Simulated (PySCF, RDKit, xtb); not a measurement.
# Which structure has the formula GaAlNH3?

Task: start from the formula GaAlNH3, draw up candidate structures, narrow them down in stages, and characterise the one that lies lowest at 298.15 K.

Plan: many cheap relaxations first (GFN2-xTB), then density-functional screening, relaxation at B3LYP-D3(BJ)/def2-SVP, vibrations (at GFN2-xTB) and a final energy. The numbers are computed, not measured.

3 further runs of the same task are left out: 1 for a known fault of the program, 2 set aside as unsound or not needed.

## Step 1: Drawing up candidates

A program enumerates the bonding patterns with one Lewis structure each (two rings at most, one unusual centre or charged pair), with their diastereomers. O–O, O–halogen and N–halogen bonds and N–N–N chains are not drawn. That gives 15 candidates.

c090 [AlH+][N-][GaH2]; c097 [Al][NH][GaH2] (triplet); c104 [NH]1[AlH][GaH]1; c106 [NH]1[AlH2-][Ga+]1; c199 [AlH2][NH][Ga] (triplet); c230 [AlH2][N-][GaH+]; c243 [AlH2][NH][Ga]; c269 [NH-][Ga+][AlH2]; c325 [NH]1[Al+][GaH2-]1; c358 [NH2][AlH][Ga] (triplet); c493 [NH-][Al+][GaH2]; c668 [NH2][AlH][Ga]; c780 [NH2][GaH][Al] (triplet); c805 [Al][NH][GaH2]; c972 [NH2][GaH][Al].

Candidates are built by distance geometry, with a force field where one applies, in up to four conformers (letters a to d). 16 starts with atoms placed at random are added, to find patterns that the rules miss.

Q: Predict the outcome of this search (final energies at CCSD(T)/def2-SVP + MP2/def2-TZVPP - MP2/def2-SVP).

| quantity | value |
| --- | --- |
| lowest structure found | [AlH2][NH][Ga], singlet |
| next finalist | [NH2][AlH][Ga], singlet, 31.5 kcal/mol higher in G |
| share at equilibrium, among the finalists | 100.0 % |
| lowest excitation (TD-PBE0/def2-SVPD) | 4.33 eV (f = 0.108) |
| lowest triplet excitation, same level, Tamm-Dancoff | 2.91 eV |

The lowest structure found is `[AlH2][NH][Ga]`. Among the finalists first place is clear (31.5 kcal/mol); structures outside the list aren't covered. GFN2-xTB, HF/STO-3G, r2SCAN-D4/def2-SVP, B3LYP-D3(BJ)/def2-SVP, HF/def2-SVP and MP2/def2-SVP already put its bonding pattern lowest among the structures in one piece. It still has an imaginary mode, so it is no strict minimum; a nearby shape lies a little lower. The search is not exhaustive (a finite list of starts, one conformer a finalist), so a lower isomer can't be ruled out. Patterns outside the rules of the enumeration were met only by chance.
